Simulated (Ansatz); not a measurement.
# C2H9FN2OSi: the cost of one run

Program: Ansatz 0.2.0. Level of theory: RKS PBE0-D4/STO-3G. These are calculated values, not measurements.

**1. The structure to begin with**

Bond lengths (14 of 15 bonds, heavy atoms first): Si1–N2 1.820 Å, N2–C3 1.470 Å, N2–C7 1.470 Å, Si1–O11 1.680 Å, Si1–F13 1.589 Å, Si1–N14 1.819 Å, C3–H4 1.110 Å, C3–H5 1.110 Å, C3–H6 1.110 Å, C7–H8 1.110 Å, C7–H9 1.110 Å, C7–H10 1.110 Å, O11–H12 1.010 Å, N14–H15 1.060 Å. Angles (14 of 25 angles, heavy atoms first): Si1–N2–C3 120.0°, Si1–N2–C7 120.0°, C3–N2–C7 120.0°, N2–Si1–O11 109.4°, N2–Si1–F13 109.5°, N2–Si1–N14 109.5°, O11–Si1–F13 109.5°, O11–Si1–N14 109.5°, F13–Si1–N14 109.5°, N2–C3–H4 109.5°, N2–C3–H5 109.5°, N2–C3–H6 109.5°, N2–C7–H8 109.5°, N2–C7–H9 109.5°.

Coordinates:

```xyz
16

Si    0.0000    0.0000    0.0000
N     0.0000    0.0000    1.8200
C    -1.2162   -0.3762    2.5550
H    -1.8642   -0.9999    1.9045
H    -0.9378   -0.9533    3.4614
H    -1.7663    0.5401    2.8549
C     1.2162    0.3762    2.5550
H     1.4641   -0.4163    3.2916
H     2.0585    0.4943    1.8418
H     1.0457    1.3351    3.0874
O     1.5842    0.0000   -0.5594
H     1.9006   -0.9521   -0.6761
F    -0.7489    1.2974   -0.5295
N    -0.8572   -1.4851   -0.6061
H    -1.3922   -2.1014    0.0704
H    -0.8219   -1.7344   -1.6357
```

**2. Preparing the start**

input.yaml

```yaml
crystal:
  periodic: [false, false, false]
  atoms:
    - { symbol: Si, position_ang: [0.0, 0.0, 0.0] }
    - { symbol: "N", position_ang: [0.0, 0.0, 1.82] }
    - { symbol: C, position_ang: [-1.2162, -0.3762, 2.555] }
    - { symbol: H, position_ang: [-1.8642, -0.9999, 1.9045] }
    - { symbol: H, position_ang: [-0.9378, -0.9533, 3.4614] }
    - { symbol: H, position_ang: [-1.7663, 0.5401, 2.8549] }
    - { symbol: C, position_ang: [1.2162, 0.3762, 2.555] }
    - { symbol: H, position_ang: [1.4641, -0.4163, 3.2916] }
    - { symbol: H, position_ang: [2.0585, 0.4943, 1.8418] }
    - { symbol: H, position_ang: [1.0457, 1.3351, 3.0874] }
    - { symbol: O, position_ang: [1.5842, 0.0, -0.5594] }
    - { symbol: H, position_ang: [1.9006, -0.9521, -0.6761] }
    - { symbol: F, position_ang: [-0.7489, 1.2974, -0.5295] }
    - { symbol: "N", position_ang: [-0.8572, -1.4851, -0.6061] }
    - { symbol: H, position_ang: [-1.3922, -2.1014, 0.0704] }
    - { symbol: H, position_ang: [-0.8219, -1.7344, -1.6357] }
basis:
  gaussian: { orbitals: STO-3G }
hamiltonian:
  xc: pbe0
  dispersion: d4
relax:
  f_tol: 0.02
  max_steps: 40
output:
  orbitals: {}
```

Command:

```
ansatz run input.yaml --threads 1 --pin off --max-ram 2048MiB --backend cpu --events-out ev --progress --plain --runs-dir out
```

What time and memory should one allow on 1 thread of Arm Neoverse V2, shared host?

About 2 min, with a peak of 0.19 GiB.
